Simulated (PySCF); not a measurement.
**CH₁₀NOSi+: electronic structure in real space**

Aim: take CH₁₀NOSi+ and find what binds its two fragments and compute its lowest excited states.

Computed with PySCF 2.14.0. Level: levels as typed in each script, gas phase, geometry from GFN2-xTB.

### Step 1. Starting geometry

SMILES `[NH4+].CO[SiH3]`, 14 atoms, charge 1, spin multiplicity 1.

Bond lengths: N1–H2 1.023 Å, N1–H3 1.022 Å, N1–H4 1.022 Å, N1–H5 1.108 Å, C6–O7 1.417 Å, C6–H9 1.090 Å, C6–H10 1.090 Å, C6–H11 1.087 Å, O7–Si8 1.682 Å, Si8–H12 1.456 Å, Si8–H13 1.463 Å, Si8–H14 1.454 Å. Angles: H2–N1–H3 109.4°, H2–N1–H4 109.5°, H2–N1–H5 108.5°, H3–N1–H4 109.7°, H3–N1–H5 110.2°, H4–N1–H5 109.6°, O7–C6–H9 108.9°, O7–C6–H10 109.8°, O7–C6–H11 110.7°, H9–C6–H10 109.8°, H9–C6–H11 108.8°, H10–C6–H11 108.8°, C6–O7–Si8 124.3°, O7–Si8–H12 108.3°, O7–Si8–H13 94.4°, O7–Si8–H14 107.9°, H12–Si8–H13 114.2°, H12–Si8–H14 114.2° and more.

Geometry (Å):

```xyz
14
charge 1, multiplicity 1
N    -2.3776    0.5365    0.0099
H    -2.3802    1.5049   -0.3183
H    -2.9754   -0.0292   -0.5966
H    -2.7288    0.5008    0.9694
H    -1.3363    0.1574   -0.0187
C     0.1908   -1.7364    0.0197
O     0.0648   -0.3277   -0.0680
Si    1.3566    0.7463    0.0093
H    -0.6268   -2.1982   -0.5331
H     0.1531   -2.0469    1.0642
H     1.1341   -2.0644   -0.4095
H     1.9717    0.6272    1.3231
H     0.5237    1.9369   -0.1580
H     2.2525    0.4484   -1.0960
```

### Step 2. Binding of the two fragments (PBE/def2-svpd)

Contents of input.py:

```python
import numpy as np
from pyscf import gto, scf, dft
from pyscf.scf import atom_ks, atom_hf
from scipy.linalg import block_diag
from pyscf.dispersion import dftd3

def solve(mol, dm0=None, hcore=None):
    mf = (dft.UKS if mol.spin else dft.RKS)(mol, xc='pbe')
    mf.grids.level = 3
    mf = mf.density_fit(auxbasis='def2-universal-jkfit')
    mf.conv_tol, mf.max_cycle = 1e-8, 80
    if hcore is not None:
        mf.get_hcore = lambda *args: hcore
    mf.kernel(dm0)
    if not mf.converged:
        mf = mf.newton().run(mf.mo_coeff, mf.mo_occ, max_cycle=30)
    assert mf.converged, 'SCF not converged'
    return mf

mol = gto.M(atom='''
N     -2.37759     0.53650     0.00994
H     -2.38021     1.50493    -0.31827
H     -2.97538    -0.02924    -0.59660
H     -2.72882     0.50084     0.96943
H     -1.33633     0.15741    -0.01869
C      0.19076    -1.73642     0.01967
O      0.06477    -0.32774    -0.06798
Si     1.35664     0.74629     0.00926
H     -0.62680    -2.19820    -0.53310
H      0.15308    -2.04690     1.06418
H      1.13411    -2.06445    -0.40953
H      1.97168     0.62723     1.32309
H      0.52366     1.93691    -0.15797
H      2.25250     0.44835    -1.09597
''', basis='def2-svpd', charge=1, spin=0, verbose=4)
mol_a = gto.M(atom='''
N     -2.37759     0.53650     0.00994
H     -2.38021     1.50493    -0.31827
H     -2.97538    -0.02924    -0.59660
H     -2.72882     0.50084     0.96943
H     -1.33633     0.15741    -0.01869
ghost-C      0.19076    -1.73642     0.01967
ghost-O      0.06477    -0.32774    -0.06798
ghost-Si     1.35664     0.74629     0.00926
ghost-H     -0.62680    -2.19820    -0.53310
ghost-H      0.15308    -2.04690     1.06418
ghost-H      1.13411    -2.06445    -0.40953
ghost-H      1.97168     0.62723     1.32309
ghost-H      0.52366     1.93691    -0.15797
ghost-H      2.25250     0.44835    -1.09597
''', basis='def2-svpd', charge=1, spin=0, verbose=4)
mol_b = gto.M(atom='''
ghost-N     -2.37759     0.53650     0.00994
ghost-H     -2.38021     1.50493    -0.31827
ghost-H     -2.97538    -0.02924    -0.59660
ghost-H     -2.72882     0.50084     0.96943
ghost-H     -1.33633     0.15741    -0.01869
C      0.19076    -1.73642     0.01967
O      0.06477    -0.32774    -0.06798
Si     1.35664     0.74629     0.00926
H     -0.62680    -2.19820    -0.53310
H      0.15308    -2.04690     1.06418
H      1.13411    -2.06445    -0.40953
H      1.97168     0.62723     1.32309
H      0.52366     1.93691    -0.15797
H      2.25250     0.44835    -1.09597
''', basis='def2-svpd', charge=0, spin=0, verbose=4)
ab, a, b = solve(mol), solve(mol_a), solve(mol_b)
e_int = ab.e_tot - a.e_tot - b.e_tot
print('counterpoise-corrected interaction energy / kcal/mol', e_int * 627.5095)
def disp(atoms, charge):
    m = gto.M(atom=atoms, charge=charge, basis='sto-3g', spin=None, unit='Bohr', verbose=0)
    return dftd3.DFTD3Dispersion(m, xc='pbe', version='d3bj').get_dispersion()['energy']
e_disp = disp(mol._atom, mol.charge) - disp(mol._atom[:5], mol_a.charge) - disp(mol._atom[5:], mol_b.charge)
print('D3(BJ) part / kcal/mol', e_disp * 627.5095)
# spherically averaged free atoms, for the promolecule
atm = atom_ks.get_atm_nrks(mol, xc='pbe')
pro = block_diag(*[(atm[a[0]][2] * atm[a[0]][3]) @ atm[a[0]][2].T for a in mol._atom])
np.savez('result.npz', e_int=e_int, e_disp=e_disp, dm_a=a.make_rdm1(), dm_b=b.make_rdm1(), c=ab.mo_coeff, occ=ab.mo_occ, eps=ab.mo_energy, pro=pro, d=[f.dip_moment(verbose=0) for f in (ab, a, b)])
```

Run with:

```bash
$ OMP_NUM_THREADS=1 python input.py
```

### Step 4. Excited states (M06-2X/def2-svp)

Contents of input.py:

```python
import numpy as np
from pyscf import gto, scf, dft, tdscf
from pyscf.scf import atom_ks, atom_hf
from scipy.linalg import block_diag

def solve(mol, dm0=None, hcore=None):
    mf = (dft.UKS if mol.spin else dft.RKS)(mol, xc='m062x')
    mf.grids.level = 3
    mf = mf.density_fit(auxbasis='def2-universal-jkfit')
    mf.conv_tol, mf.max_cycle = 1e-8, 80
    if hcore is not None:
        mf.get_hcore = lambda *args: hcore
    mf.kernel(dm0)
    if not mf.converged:
        mf = mf.newton().run(mf.mo_coeff, mf.mo_occ, max_cycle=30)
    assert mf.converged, 'SCF not converged'
    return mf

mol = gto.M(atom='''
N     -2.37759     0.53650     0.00994
H     -2.38021     1.50493    -0.31827
H     -2.97538    -0.02924    -0.59660
H     -2.72882     0.50084     0.96943
H     -1.33633     0.15741    -0.01869
C      0.19076    -1.73642     0.01967
O      0.06477    -0.32774    -0.06798
Si     1.35664     0.74629     0.00926
H     -0.62680    -2.19820    -0.53310
H      0.15308    -2.04690     1.06418
H      1.13411    -2.06445    -0.40953
H      1.97168     0.62723     1.32309
H      0.52366     1.93691    -0.15797
H      2.25250     0.44835    -1.09597
''', basis='def2-svp', charge=1, spin=0, verbose=4)
mf = solve(mol)
td = mf.TDA()
td.nstates, td.singlet, td.conv_tol = 5, True, 1e-5
td.kernel()
td.analyze()
x, y = np.array([p[0] for p in td.xy]), np.array([p[1] + 0 * p[0] for p in td.xy])
f, mu = td.oscillator_strength(), td.transition_dipole()
nto = [td.get_nto(state=i + 1, verbose=4) for i in range(len(td.e))]
# spherically averaged free atoms, for the promolecule
atm = atom_ks.get_atm_nrks(mol, xc='m062x')
pro = block_diag(*[(atm[a[0]][2] * atm[a[0]][3]) @ atm[a[0]][2].T for a in mol._atom])
np.savez('result.npz', e=td.e, f=f, ok=td.converged, w=[n[0] for n in nto], nto=[n[1] for n in nto], x=x, y=y, c=mf.mo_coeff, occ=mf.mo_occ, eps=mf.mo_energy, pro=pro, mu=mu)
```

(Steps that only read results are left out.)

What does the calculation give? Wanted: interaction energy, counterpoise; lowest singlet excitation.

**Answer**, as computed:

| quantity | value |
| --- | --- |
| interaction energy, counterpoise (PBE/def2-svpd) | -27.2 kcal/mol |
| lowest singlet excitation (M06-2X/def2-svp) | 7.63 eV |

What this shows: The counterpoise-corrected interaction energy of the frozen fragments is −27.2 kcal/mol without dispersion correction and −28.9 kcal/mol with D3(BJ). The pair geometry is semi-empirical, not a minimum at this level. All values hold at the given geometry, in the gas phase.
